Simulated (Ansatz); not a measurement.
# NiO: the cost of one run

Computed with Ansatz 0.2.0 (DFT PBE+U (U_eff = 6.2 eV on Ni 3d), scalar-relativistic, plane waves, PAW, unless a step's input says otherwise).

**1. The system as given**

It takes space group Fm-3m (No. 225, cubic). The conventional cell has a = 4.251 Å, b = 4.251 Å, c = 4.251 Å, α = 90.00°, β = 90.00°, γ = 90.00°. Ni (site symmetry m-3m) has 6 O at 2.13 Å as nearest neighbours. O (site symmetry m-3m) is surrounded by 6 Ni at 2.13 Å.

Structure file:

```cif
data_structure
_symmetry_space_group_name_H-M 'P 1'
_symmetry_Int_Tables_number 1
_cell_length_a 3.0070
_cell_length_b 3.0070
_cell_length_c 5.2027
_cell_angle_alpha 106.797
_cell_angle_beta 106.797
_cell_angle_gamma 60.000
_cell_volume 38.41
loop_
_atom_site_label
_atom_site_type_symbol
_atom_site_fract_x
_atom_site_fract_y
_atom_site_fract_z
_atom_site_occupancy
Ni1 Ni 0.00000 0.00000 0.00000 1
O1 O 0.75000 0.75000 0.25000 1
Ni2 Ni 0.50000 0.50000 0.50000 1
O2 O 0.25000 0.25000 0.75000 1
```

An earlier run at PBE+U (U_eff = 6.2 eV on Ni 3d) left this cell at 9.601 Å³/atom and 0.00 GPa (10×10×6 mesh). The large moments point both ways and cancel.

**2. Field gradients and densities at the nuclei**

input.yaml reads:

```yaml
crystal:
  lattice:
    - [1.5035049866, 0.8680464857, 2.4552254981]
    - [-1.5035049866, 0.8680464857, 2.4552254981]
    - [0.0, -5.2027153766, -0.0019676665]
  atoms:
    - { symbol: Ni, position: [1.0, 0.0, 0.0], spin: 1.85 }
    - { symbol: O, position: [0.7499999994, 0.7499999994, 0.2499999982] }
    - { symbol: Ni, position: [1.5, 0.5, 0.5], spin: -1.85 }
    - { symbol: O, position: [1.2500000006, 1.2500000006, 0.7500000018] }
basis:
  ecutwfc: 420
  ecutrho_ratio: 4
kpoints:
  mp_grid: { grid: [10, 10, 6] }
hamiltonian:
  xc: pbe
  hubbard: { sites: [{ species: Ni, l: d, u_eff: 6.2 }] }
scf:
  occupations: { method: gaussian, width: 0.05 }
  lower_state_search: "off"
output:
  forces: true
  stress: true
  eigenvalues: true
  populations: true
  hubbard: { sites: [{ species: Ni, l: d }] }
  efg:
    contact_densities: true
    quadrupole_moments_barn: { Ni: 0.162, O: -0.02558 }
magnetization:
  spin_polarized: true
checkpoint:
  read: start.run
  write: ck
  compress: false
  write_wavefunctions: false
  write_every: 100000
```

It reads its starting density from start.run, saved by an earlier run on this cell.

Launch:

```sh
> ansatz run input.yaml --threads 2 --pin off --max-ram 5120MiB --backend cpu --events-out ev --progress --plain --runs-dir out
```

**Question.** How long does this run take on 2 threads of Arm Neoverse V1, shared host, and how much memory does it need?

About 13 s, with a peak of 0.68 GiB.
